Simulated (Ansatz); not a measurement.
# Si3Bi2Te3: the cost of one run

Computed with Ansatz 0.2.0 (DFT PBE, scalar-relativistic, plane waves, PAW, unless a step names another level, unless a step's input says otherwise).

6 further runs of the same task are left out: 5 that didn't finish, 1 set aside as unsound or not needed.

**1. The starting structure**

It takes space group P-3m1 (No. 164, trigonal). Conventional cell: a = 4.100 Å, b = 4.100 Å, c = 32.008 Å, α = 90.00°, β = 90.00°, γ = 120.00°. Around Si (site symmetry 3m) lie 4 Si at 2.38 to 2.47 Å. Si (site symmetry 3m) is surrounded by 4 Si at 2.38 to 2.46 Å. Si (site symmetry 3m) has 3 Si at 2.46 Å and 1 Te at 2.65 Å as nearest neighbours. Bi (site symmetry 3m) is surrounded by 6 Te at 3.05 to 3.34 Å. Around Bi (site symmetry 3m) lie 6 Te at 3.16 to 3.18 Å. Around Te (site symmetry 3m) lie 3 Bi at 3.05 Å. Te (site symmetry 3m) has 6 Bi at 3.18 to 3.34 Å as nearest neighbours. Te (site symmetry 3m) is surrounded by 1 Si at 2.65 Å and 3 Bi at 3.16 Å.

Structure file:

```cif
data_structure
_symmetry_space_group_name_H-M 'P-3m1'
_symmetry_Int_Tables_number 164
_cell_length_a 4.0996
_cell_length_b 4.0996
_cell_length_c 32.0081
_cell_angle_alpha 90.000
_cell_angle_beta 90.000
_cell_angle_gamma 120.000
_cell_volume 465.89
loop_
_atom_site_label
_atom_site_type_symbol
_atom_site_symmetry_multiplicity
_atom_site_Wyckoff_symbol
_atom_site_fract_x
_atom_site_fract_y
_atom_site_fract_z
_atom_site_occupancy
Si1 Si 2 d 0.33333 0.66667 0.01105 1
Si2 Si 2 d 0.33333 0.66667 0.08530 1
Si3 Si 2 c 0.00000 0.00000 0.10666 1
Bi1 Bi 2 c 0.00000 0.00000 0.39458 1
Bi2 Bi 2 d 0.33333 0.66667 0.25460 1
Te1 Te 2 d 0.33333 0.66667 0.45473 1
Te2 Te 2 d 0.66667 0.33333 0.32101 1
Te3 Te 2 c 0.00000 0.00000 0.18938 1
```

It came out lowest among 17 distinct ends of the trial cells. At a tolerance of 0.05 Å it has space group P-3m1 (No. 164).

**2. Electronic structure at the relaxed geometry**

The input, input.yaml:

```yaml
crystal:
  lattice:
    - [4.0996293912, 0.0, 0.0]
    - [-2.0498146956, 3.5503831989, 0.0]
    - [0.0, 0.0, 32.008083583]
  atoms:
    - { symbol: Si, position: [0.3333333333, 0.6666666667, 0.0110530929] }
    - { symbol: Si, position: [0.3333333333, 0.6666666667, 0.085302316] }
    - { symbol: Si, position: [0.0, 0.0, 0.1066582742] }
    - { symbol: Si, position: [0.6666666667, 0.3333333333, 0.9889469071] }
    - { symbol: Si, position: [0.6666666667, 0.3333333333, 0.914697684] }
    - { symbol: Si, position: [0.0, 0.0, 0.8933417258] }
    - { symbol: Bi, position: [0.0, 0.0, 0.3945848878] }
    - { symbol: Bi, position: [0.3333333333, 0.6666666667, 0.2545970055] }
    - { symbol: Bi, position: [0.6666666667, 0.3333333333, 0.7454029945] }
    - { symbol: Bi, position: [0.0, 0.0, 0.6054151122] }
    - { symbol: Te, position: [0.3333333333, 0.6666666667, 0.4547293765] }
    - { symbol: Te, position: [0.6666666667, 0.3333333333, 0.321012482] }
    - { symbol: Te, position: [0.0, 0.0, 0.1893808805] }
    - { symbol: Te, position: [0.0, 0.0, 0.8106191195] }
    - { symbol: Te, position: [0.6666666667, 0.3333333333, 0.5452706235] }
    - { symbol: Te, position: [0.3333333333, 0.6666666667, 0.678987518] }
basis:
  ecutwfc: 420
kpoints:
  mp_grid: { grid: [12, 12, 1] }
  band_path:
    path:
      - [[0.0, 0.0, 0.0], [0.5, 0.0, 0.0], [0.33333333, 0.33333333, 0.0], [0.0, 0.0, 0.0], [0.0, 0.0, 0.5], [0.5, 0.0, 0.5], [0.33333333, 0.33333333, 0.5], [0.0, 0.0, 0.5]]
      - [[0.5, 0.0, 0.5], [0.5, 0.0, 0.0]]
      - [[0.33333333, 0.33333333, 0.5], [0.33333333, 0.33333333, 0.0]]
    npoints: 10
hamiltonian:
  xc: pbe
scf:
  occupations: { method: gaussian, width: 0.1 }
  n_extra_bands: 40
output:
  forces: true
  stress: true
  eigenvalues: true
  populations: true
  dos: { projected: true, de: 0.02, nscf_kmesh: { grid: [15, 15, 2] } }
  bader: false
  write_density: true
  write_potential: true
  elf: true
  volumetric_format: npy
```

Launch:

```bash
> ansatz run input.yaml --threads 1 --pin off --max-ram 2560MiB --backend cpu --events-out ev --progress --plain --runs-dir out
```

What time and memory should one allow on 1 thread of Intel Xeon at 2.50GHz (Skylake/Cascade Lake), shared host?

About 11 min, with a peak of 2.1 GiB.
